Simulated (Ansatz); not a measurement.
**CH₅BN₂O: from a rough start to a minimum**

Aim: relax CH₅BN₂O from a cheap starting geometry, then compute its harmonic vibrations to see whether it is a minimum and to get the zero-point energy and entropy, and look at its orbitals and charge.

Computed with Ansatz 0.2.0, Gaussian basis. Level: RKS PBE0-D4/def2-TZVP.

The runs, in order: relaxation at PBE-D4/def2-SVP; relaxation at PBE0-D4/def2-TZVP; harmonic vibrations at the same level; a single point in def2-TZVPP for the fields.

### Step 1. The starting structure

SMILES `N=C(N)BO`, 10 atoms, charge 0, spin multiplicity 1.

Atoms are counted from 1 here; the program's logs count them from 0.

Bond lengths: N1–C2 1.235 Å, N1–H6 1.113 Å, C2–N3 1.418 Å, C2–B4 1.638 Å, N3–H7 0.998 Å, N3–H8 1.100 Å, B4–O5 1.454 Å, B4–H9 1.151 Å, O5–H10 0.955 Å. Angles: C2–N1–H6 123.4°, N1–C2–N3 117.3°, N1–C2–B4 122.7°, N3–C2–B4 119.9°, C2–N3–H7 123.8°, C2–N3–H8 117.5°, H7–N3–H8 118.6°, C2–B4–O5 116.9°, C2–B4–H9 119.5°, O5–B4–H9 123.2°, B4–O5–H10 104.2°.

The start is a force-field geometry with small random shifts, so a cheaper pass at PBE-D4/def2-SVP comes first.

### Step 2. Relaxation at PBE-D4/def2-SVP (cheap first pass)

Contents of in.yaml:

```yaml
crystal:
  periodic: [false, false, false]
  atoms:
    - {symbol: N, position_ang: [-1.392400, 0.030500, -0.694800]}
    - {symbol: C, position_ang: [-0.408500, -0.325000, -0.038300]}
    - {symbol: N, position_ang: [-0.334500, -1.691200, 0.335400]}
    - {symbol: B, position_ang: [0.812800, 0.694800, 0.349800]}
    - {symbol: O, position_ang: [0.658500, 2.086300, -0.041500]}
    - {symbol: H, position_ang: [-1.568100, 1.081500, -1.016600]}
    - {symbol: H, position_ang: [-1.027500, -2.369100, 0.099800]}
    - {symbol: H, position_ang: [0.561700, -2.021400, 0.882100]}
    - {symbol: H, position_ang: [1.676400, 0.318100, 1.010400]}
    - {symbol: H, position_ang: [1.104700, 2.144300, -0.883500]}
basis:
  gaussian: {orbitals: def2-SVP}
hamiltonian: {xc: pbe, dispersion: d4}
relax: {f_tol: 0.03, max_steps: 200}
```

Command:

```bash
$ ansatz run in.yaml --threads 2 --pin off --events-out ev --progress --plain --max-ram 4352MiB
```

The log of the run, shortened:

```text
Functional definition: PBE
  name "PBE"
  cite "Perdew, Burke & Ernzerhof, Phys. Rev. Lett. 77, 3865 (1996) doi:10.1103/PhysRevLett.77.3865"
  parent pbe
[...]
1089 factors; their error is unknown
[...]
mean field -6808.00885297 eV, -250.1897107124 hartree, gradient 2.9e-5 eV, S^2 0.000000; 0 other end points of the search recorded, 0 dependent functions left out
[...]
reference -6808.00888784 eV, -250.1897119938 hartree; 19, 19 occupied and 76, 76 virtual orbitals, 1089 factors
relax step   1: F+E_penalty+E_count = -6808.17359742 eV  Δ(F+E_penalty+E_count) = +0.000e0 eV  max|allowed force component| = 4.842e0 eV/Å  Δτ_max = 0.0000 Å  (30 SCF iters, accepted)
[...]
relax step   4: F+E_penalty+E_count = -6809.21466697 eV  Δ(F+E_penalty+E_count) = -1.468e-1 eV  max|allowed force component| = 2.516e0 eV/Å  Δτ_max = 0.1982 Å  (38 SCF iters, accepted)
[...]
relax step   7: F+E_penalty+E_count = -6809.67682125 eV  Δ(F+E_penalty+E_count) = -1.662e-2 eV  max|allowed force component| = 3.441e-1 eV/Å  Δτ_max = 0.2000 Å  (36 SCF iters, accepted)
[...]
relax step  10: F+E_penalty+E_count = -6809.69576502 eV  Δ(F+E_penalty+E_count) = -2.058e-3 eV  max|allowed force component| = 3.641e-2 eV/Å  Δτ_max = 0.0175 Å  (31 SCF iters, accepted)
[...]
relax step  12: F+E_penalty+E_count = -6809.69664860 eV  Δ(F+E_penalty+E_count) = -2.704e-4 eV  max|allowed force component| = 3.332e-2 eV/Å  Δτ_max = 0.0233 Å  (31 SCF iters, accepted)
[...]
relax step  13: F+E_penalty+E_count = -6809.69677584 eV  Δ(F+E_penalty+E_count) = -1.272e-4 eV  max|allowed force component| = 1.406e-2 eV/Å  Δτ_max = 0.0245 Å  (31 SCF iters, accepted)
1089 factors; their error is unknown
[...]
mean field -6809.53020483 eV, -250.2456193621 hartree, gradient 2.7e-5 eV, S^2 0.000000; 1 other end points of the search recorded, 0 dependent functions left out
[...]
reference -6809.53023893 eV, -250.2456206154 hartree; 19, 19 occupied and 76, 76 virtual orbitals, 1089 factors
Total energy: -6809.69680994 eV, -250.2517419870 hartree
Atom 0 at    -1.559956    -0.064465    -0.737410 Å, force     0.000899    -0.002443     0.003971 eV/Å
Atom 1 at    -0.478689    -0.361366    -0.077014 Å, force     0.000413     0.014060    -0.000846 eV/Å
Atom 2 at    -0.359145    -1.599074     0.520812 Å, force     0.002811    -0.008957     0.000018 eV/Å
Atom 3 at     0.737840     0.636330     0.134956 Å, force     0.000635     0.005270    -0.005147 eV/Å
Atom 4 at     0.584035     1.898067    -0.346325 Å, force     0.007594    -0.012174     0.009294 eV/Å
Atom 5 at    -1.487418     0.915033    -1.056228 Å, force     0.004632     0.002152    -0.001393 eV/Å
Atom 6 at    -1.063871    -2.301458     0.284345 Å, force    -0.000801    -0.008262     0.002539 eV/Å
Atom 7 at     0.562896    -1.937618     0.788759 Å, force    -0.004146     0.006855    -0.002719 eV/Å
Atom 8 at     1.782029     0.304945     0.686444 Å, force    -0.008553     0.004211    -0.002933 eV/Å
Atom 9 at     1.365380     2.458407    -0.195539 Å, force    -0.003484    -0.000710    -0.002785 eV/Å
Dipole moment:     0.692828     0.092233     0.175767 e Å
```

Run time: 25 s. Hardware: 2 threads of Arm Neoverse V1, shared host.

Step by step:

| step | energy from step 1 (eV) | largest force component (eV/Å) |
| --- | --- | --- |
| 1 | 0.0000 | 4.8418 |
| 2 | -0.6822 | 1.5212 |
| 3 | -0.8943 | 1.7840 |
| 4 | -1.0411 | 2.5159 |
| 5 | -1.3574 | 1.1448 |
| 6 | -1.4866 | 0.5452 |
| 7 | -1.5032 | 0.3441 |
| 8 | -1.5171 | 0.2286 |
| 9 | -1.5201 | 0.1452 |
| 10 | -1.5222 | 0.0364 |
| 11 | -1.5228 | 0.0568 |
| 12 | -1.5231 | 0.0333 |
| 13 | -1.5232 | 0.0141 |

Close pairs (by a distance rule), those that changed most:

```
 bond  before (Å)  after (Å)  change (Å)
B4–O5       1.454      1.359      -0.095
N3–H8       1.100      1.018      -0.082
N1–H6       1.113      1.033      -0.080
B4–H9       1.151      1.226      +0.076
N1–C2       1.235      1.301      +0.066
C2–B4       1.638      1.588      -0.050
C2–N3       1.418      1.380      -0.039
N3–H7       0.998      1.023      +0.025
```

### Step 3. Geometry optimisation, PBE0-D4/def2-TZVP

Contents of in.yaml:

```yaml
crystal:
  periodic: [false, false, false]
  atoms:
    - {symbol: N, position_ang: [-1.559956, -0.064465, -0.737410]}
    - {symbol: C, position_ang: [-0.478689, -0.361366, -0.077014]}
    - {symbol: N, position_ang: [-0.359145, -1.599074, 0.520812]}
    - {symbol: B, position_ang: [0.737840, 0.636330, 0.134956]}
    - {symbol: O, position_ang: [0.584035, 1.898067, -0.346325]}
    - {symbol: H, position_ang: [-1.487418, 0.915033, -1.056228]}
    - {symbol: H, position_ang: [-1.063871, -2.301458, 0.284345]}
    - {symbol: H, position_ang: [0.562896, -1.937618, 0.788759]}
    - {symbol: H, position_ang: [1.782029, 0.304945, 0.686444]}
    - {symbol: H, position_ang: [1.365380, 2.458407, -0.195539]}
basis:
  gaussian: {orbitals: def2-TZVP}
hamiltonian: {xc: pbe0, dispersion: d4}
relax: {f_tol: 0.005, max_steps: 150}
```

Launched as before.

The log of the run, shortened:

```text
Functional definition: PBE0
  name "PBE0"
  cite "Adamo & Barone, J. Chem. Phys. 110, 6158 (1999) doi:10.1063/1.478522"
  cite "Perdew, Burke & Ernzerhof, Phys. Rev. Lett. 77, 3865 (1996) doi:10.1103/PhysRevLett.77.3865"
  parent pbe
[...]
1030 factors; their error is unknown
[...]
mean field -6817.62602349 eV, -250.5431352105 hartree, gradient 2.6e-5 eV, S^2 0.000000; 0 other end points of the search recorded, 0 dependent functions left out
[...]
reference -6817.62605221 eV, -250.5431362657 hartree; 19, 19 occupied and 166, 166 virtual orbitals, 1030 factors
relax step   1: F+E_penalty+E_count = -6817.76490164 eV  Δ(F+E_penalty+E_count) = +0.000e0 eV  max|allowed force component| = 1.121e0 eV/Å  Δτ_max = 0.0000 Å  (29 SCF iters, accepted)
[...]
Atom 0 at    -1.544683    -0.061184    -0.719965 Å, force    -0.000344    -0.001150     0.000407 eV/Å
Atom 1 at    -0.479226    -0.358007    -0.074912 Å, force     0.000471     0.001756    -0.001434 eV/Å
Atom 2 at    -0.356283    -1.588751     0.510535 Å, force     0.000397     0.003552     0.000899 eV/Å
Atom 3 at     0.735355     0.631553     0.136898 Å, force    -0.001577     0.001991     0.000191 eV/Å
Atom 4 at     0.595159     1.880940    -0.347446 Å, force    -0.001380    -0.003815    -0.000123 eV/Å
Atom 5 at    -1.487450     0.900728    -1.044426 Å, force    -0.000751     0.000258    -0.000426 eV/Å
Atom 6 at    -1.043815    -2.285566     0.272892 Å, force    -0.000274    -0.000584    -0.000304 eV/Å
Atom 7 at     0.553241    -1.913462     0.781659 Å, force     0.000707    -0.003254    -0.000196 eV/Å
Atom 8 at     1.751308     0.299646     0.691182 Å, force     0.001102    -0.001020     0.000969 eV/Å
Atom 9 at     1.359495     2.442904    -0.203618 Å, force     0.001649     0.002266     0.000017 eV/Å
Dipole moment:     0.760866     0.078197     0.204197 e Å
```

It took 43 s on 2 threads of Arm Neoverse V1, shared host.

Relaxation path:

```csv
step,energy from step 1 (eV),largest force component (eV/Å)
1,0.0000,1.1214
2,-0.0430,0.3594
3,-0.0467,0.0713
4,-0.0465,0.1483
5,-0.0472,0.0336
6,-0.0474,0.0228
7,-0.0474,0.0141
8,-0.0474,0.0142
9,-0.0475,0.0038
```

Distances of close pairs at the start and the end, largest changes first:

```
  bond  before (Å)  after (Å)  change (Å)
 B4–H9       1.226      1.204      -0.023
 N1–C2       1.301      1.280      -0.021
 N1–H6       1.033      1.017      -0.016
 N3–H7       1.023      1.007      -0.015
 N3–H8       1.018      1.003      -0.015
O5–H10       0.973      0.960      -0.014
 B4–O5       1.359      1.347      -0.012
 C2–N3       1.380      1.368      -0.011
```

Mulliken charges of the relaxed molecule (report file):

```csv
atom,value (e)
N1,-0.38
C2,0.09
N3,-0.44
B4,0.10
O5,-0.37
H6,0.22
H7,0.24
H8,0.24
H9,-0.02
H10,0.34
```

### Step 4. Vibrations by finite differences

Contents of in.yaml:

```yaml
crystal:
  periodic: [false, false, false]
  atoms:
    - {symbol: N, position_ang: [-1.544683, -0.061184, -0.719965]}
    - {symbol: C, position_ang: [-0.479226, -0.358007, -0.074912]}
    - {symbol: N, position_ang: [-0.356283, -1.588751, 0.510535]}
    - {symbol: B, position_ang: [0.735355, 0.631553, 0.136898]}
    - {symbol: O, position_ang: [0.595159, 1.880940, -0.347446]}
    - {symbol: H, position_ang: [-1.487450, 0.900728, -1.044426]}
    - {symbol: H, position_ang: [-1.043815, -2.285566, 0.272892]}
    - {symbol: H, position_ang: [0.553241, -1.913462, 0.781659]}
    - {symbol: H, position_ang: [1.751308, 0.299646, 0.691182]}
    - {symbol: H, position_ang: [1.359495, 2.442904, -0.203618]}
basis:
  gaussian: {orbitals: def2-TZVP}
hamiltonian: {xc: pbe0, dispersion: d4}
phonons: {temperatures: {t_min: 298.15, t_max: 900, t_step: 200}}
```

Launched as before.

The log of the run, shortened:

```text
Functional definition: PBE0
  name "PBE0"
  cite "Adamo & Barone, J. Chem. Phys. 110, 6158 (1999) doi:10.1063/1.478522"
  cite "Perdew, Burke & Ernzerhof, Phys. Rev. Lett. 77, 3865 (1996) doi:10.1103/PhysRevLett.77.3865"
  parent pbe
[...]
1030 factors; their error is unknown
[...]
mean field -6817.67274800 eV, -250.5448523043 hartree, gradient 5.3e-5 eV, S^2 0.000000; 0 other end points of the search recorded, 0 dependent functions left out
[...]
reference -6817.67277662 eV, -250.5448533560 hartree; 19, 19 occupied and 166, 166 virtual orbitals, 1030 factors
[...]
1030 factors; their error is unknown
mean field -6817.67257705 eV, -250.5448460220 hartree, gradient 2.7e-6 eV, S^2 0.000000; 0 other end points of the search recorded, 0 dependent functions left out
[...]
reference -6817.67260567 eV, -250.5448470740 hartree; 19, 19 occupied and 166, 166 virtual orbitals, 1030 factors
[...]
Atom 3 at     0.735355     0.631553     0.136898 Å, force    -0.001595     0.001972     0.000198 eV/Å
Atom 4 at     0.595159     1.880940    -0.347446 Å, force    -0.001358    -0.003780    -0.000131 eV/Å
Atom 5 at    -1.487450     0.900728    -1.044426 Å, force    -0.000746     0.000280    -0.000430 eV/Å
Atom 6 at    -1.043815    -2.285566     0.272892 Å, force    -0.000276    -0.000588    -0.000304 eV/Å
Atom 7 at     0.553241    -1.913462     0.781659 Å, force     0.000695    -0.003251    -0.000199 eV/Å
Atom 8 at     1.751308     0.299646     0.691182 Å, force     0.001106    -0.001024     0.000969 eV/Å
Atom 9 at     1.359495     2.442904    -0.203618 Å, force     0.001622     0.002246     0.000014 eV/Å
Dipole moment:     0.760867     0.078198     0.204196 e Å
Vibrations: 91.63 221.47 315.88 386.93 421.48 558.01 579.49 671.40 800.54 865.77 935.15 991.56 1115.36 1157.26 1198.80 1376.69 1480.92 1624.73 1685.97 2567.97 3518.26 3601.18 3739.11 3897.50 cm⁻¹, zero-point energy 2.095524 eV
```

Wall time 2.9 min (2 threads of Arm Neoverse V1, shared host).

Motions are named by where the mode's potential energy lies. Wavenumbers, unscaled:

```csv
mode,cm⁻¹,motion
1,92,torsion
2,221,bend
3,316,torsion
4,387,torsion
5,421,bend
6,558,torsion with bend
7,579,bend with torsion
8,671,torsion
9,801,B–C stretch with bend
10,866,torsion
11,935,torsion
12,992,bend
13,1115,bend with C–N stretch
14,1157,bend
15,1199,bend
16,1377,B–O stretch with bend
17,1481,bend with B–O stretch
18,1625,bend
19,1686,C–N stretch
20,2568,B–H stretch
21,3518,N–H stretch
22,3601,N–H stretch
23,3739,N–H stretch
24,3898,O–H stretch
```

From these modes and the moments of inertia (298.15 K, 1 bar, symmetry number 1):

```csv
term,value
zero-point energy,48.3 kcal/mol
H(298) − E,52.6 kcal/mol
"entropy, translation",162.2 J/(mol K)
"entropy, rotation",106.6 J/(mol K)
"entropy, vibration",45.8 J/(mol K)
"entropy, total",314.6 J/(mol K)
```

### Step 5. Orbitals, density and potential

in.yaml, as its differences from that of step 4:

```diff
@@ -14,4 +14,4 @@
 basis:
-  gaussian: {orbitals: def2-TZVP}
+  gaussian: {orbitals: def2-TZVPP}
 hamiltonian: {xc: pbe0, dispersion: d4}
-phonons: {temperatures: {t_min: 298.15, t_max: 900, t_step: 200}}
+output: {orbitals: {seedname: orbitals}}
```

Launched as before.

The log of the run:

```text
Functional definition: PBE0
  name "PBE0"
  cite "Adamo & Barone, J. Chem. Phys. 110, 6158 (1999) doi:10.1063/1.478522"
  cite "Perdew, Burke & Ernzerhof, Phys. Rev. Lett. 77, 3865 (1996) doi:10.1103/PhysRevLett.77.3865"
  parent pbe
  parameter a = 0.25
  parameter kappa = 0.804
  parameter beta = 0.06672455060314922
  exchange = (1 - a)*pbe_x(kappa = kappa, mu = beta*pi^2/3) + a*exact_x
  correlation = pbe_c(beta = beta)
1105 factors; their error is unknown
mean field evaluation 1: about -6807.7193 eV, gradient 7.4e1 eV
mean field evaluation 2: about -6796.9480 eV, gradient 1.0e2 eV
mean field evaluation 4: about -6817.6442 eV, gradient 7.9e0 eV
mean field evaluation 8: about -6817.7712 eV, gradient 2.1e-1 eV
mean field evaluation 16: about -6817.7854 eV, gradient 8.3e-5 eV
mean field -6817.78544914 eV, -250.5489939950 hartree, gradient 8.3e-5 eV, S^2 0.000000; 0 other end points of the search recorded, 0 dependent functions left out
reference -6817.78547773 eV, -250.5489950457 hartree; 19, 19 occupied and 206, 206 virtual orbitals, 1105 factors
Total energy: -6817.92509079 eV, -250.5541257308 hartree
```

It took 3.6 s on 2 threads of Arm Neoverse V1, shared host.

Orbitals, density, ELF and potential are computed afterwards from the orbital file.

Frontier orbitals at PBE0-D4/def2-TZVPP, with the share of their density that lies nearest to each atom:

```csv
orbital,energy (eV),lies on
HOMO-1,-7.04,N1 62 %; C2 10 %; H6 9 %
HOMO,-6.75,"N1, N3 about 38 % each; C2 8 %"
LUMO,-1.22,B4 41 %; N1 14 %; C2 14 %
```

ELF in a plane through or near 10 of the atoms.

Values, 10 rows by 14 columns:
```
0.00 0.00 0.00 0.00 0.00 0.00 0.00 0.00 0.00 0.00 0.00 0.00 0.00 0.00
0.00 0.00 0.00 0.00 0.00 0.00 0.02 0.02 0.10 0.04 0.00 0.00 0.00 0.00
0.00 0.00 0.00 0.00 0.00 0.14 0.82 0.51 0.82 0.79 0.07 0.00 0.00 0.00
0.00 0.00 0.00 0.11 0.33 0.04 0.96 0.69 0.75 0.76 0.02 0.00 0.00 0.00
0.00 0.00 0.03 0.39 0.87 0.71 0.23 0.46 0.47 0.18 0.88 0.65 0.00 0.00
0.00 0.00 0.34 0.96 0.72 0.78 0.30 0.89 0.82 0.53 0.96 0.74 0.01 0.00
0.00 0.00 0.08 0.32 0.05 0.80 0.95 0.27 0.64 0.99 0.25 0.01 0.00 0.00
0.00 0.00 0.00 0.00 0.29 1.00 1.00 0.53 0.25 0.88 0.17 0.00 0.00 0.00
0.00 0.00 0.00 0.00 0.03 0.55 0.73 0.09 0.00 0.00 0.00 0.00 0.00 0.00
0.00 0.00 0.00 0.00 0.00 0.00 0.00 0.00 0.00 0.00 0.00 0.00 0.00 0.00
```
The map spans 10.8 Å across and 9.2 Å up, centred on the molecule. Atoms in the plane (x, y in Å): N1 (0.6, 1.6), C2 (0.5, 0.3), N3 (1.7, -0.4), B4 (-0.8, -0.5), O5 (-2.0, 0.2), H6 (-0.4, 2.0), H7 (2.5, 0.1), H8 (1.6, -1.4), H9 (-0.9, -1.7), H10 (-2.8, -0.3).

log10 of the density (e/Å³) in the same plane.

Values, 10 rows by 14 columns:
```
-4.0 -4.0 -4.0 -4.0 -4.0 -4.0 -4.0 -4.0 -4.0 -4.0 -4.0 -4.0 -4.0 -4.0
-4.0 -4.0 -4.0 -4.0 -4.0 -3.4 -2.6 -2.4 -2.3 -2.7 -3.7 -4.0 -4.0 -4.0
-4.0 -4.0 -4.0 -3.9 -3.1 -2.2 -1.0 -0.7 -0.8 -1.5 -2.7 -3.8 -4.0 -4.0
-4.0 -4.0 -3.3 -2.2 -1.5 -1.4 -0.2  0.5  0.4 -0.9 -2.2 -3.0 -4.0 -4.0
-4.0 -3.9 -2.2 -0.9  0.5  0.1 -0.6  0.2  0.1 -0.6 -0.7 -1.7 -3.2 -4.0
-4.0 -3.6 -1.8 -0.1  0.5  0.3  0.6  0.1  0.3  1.1  0.0 -1.4 -3.0 -4.0
-4.0 -4.0 -2.5 -1.6 -1.2 -0.3  0.0 -0.8 -0.4  0.3 -1.0 -2.3 -3.6 -4.0
-4.0 -4.0 -3.8 -3.0 -1.9 -0.8 -0.5 -1.4 -1.5 -1.2 -2.0 -3.2 -4.0 -4.0
-4.0 -4.0 -4.0 -4.0 -2.9 -2.3 -2.2 -2.6 -3.2 -3.2 -3.6 -4.0 -4.0 -4.0
-4.0 -4.0 -4.0 -4.0 -4.0 -3.9 -3.9 -4.0 -4.0 -4.0 -4.0 -4.0 -4.0 -4.0
```
The map spans 10.8 Å across and 9.2 Å up, centred on the molecule. Atoms in the plane (x, y in Å): N1 (0.6, 1.6), C2 (0.5, 0.3), N3 (1.7, -0.4), B4 (-0.8, -0.5), O5 (-2.0, 0.2), H6 (-0.4, 2.0), H7 (2.5, 0.1), H8 (1.6, -1.4), H9 (-0.9, -1.7), H10 (-2.8, -0.3).

On the surface of density 0.002 e/bohr³ the electrostatic potential runs, from the 1st to the 99th percentile, from -2.16 V near N1 to 2.81 V near H10.

### Step 6. Results

| quantity | value |
| --- | --- |
| point group | C1 |
| steps | 13 + 9 |
| shift from the start (rms) | 0.331 Å |
| total energy | -6817.8124 eV |
| dispersion term | -140 meV |
| dipole moment | 3.80 D |
| lowest, highest wavenumber | 92, 3898 cm⁻¹ |
| zero-point energy | 48.3 kcal/mol |
| entropy at 298.15 K | 314.6 J/(mol K) |
| HOMO, LUMO | -6.75, -1.22 eV |

**Reading.** The relaxed geometry lies 0.33 Å (rms) from the start; the bond that changed most is B4–O5, from 1.454 to 1.347 Å. All wavenumbers are real, so the end point is a minimum. The stiffest mode, 3898 cm⁻¹, is an O–H stretch. Harmonic hybrid wavenumbers usually lie a few per cent above measured fundamentals. The largest Mulliken charge, -0.44 e, sits on N3. The HOMO lies mostly on N1, N3 about 38 % each; C2 8 % and the LUMO on B4 41 %; N1 14 %.
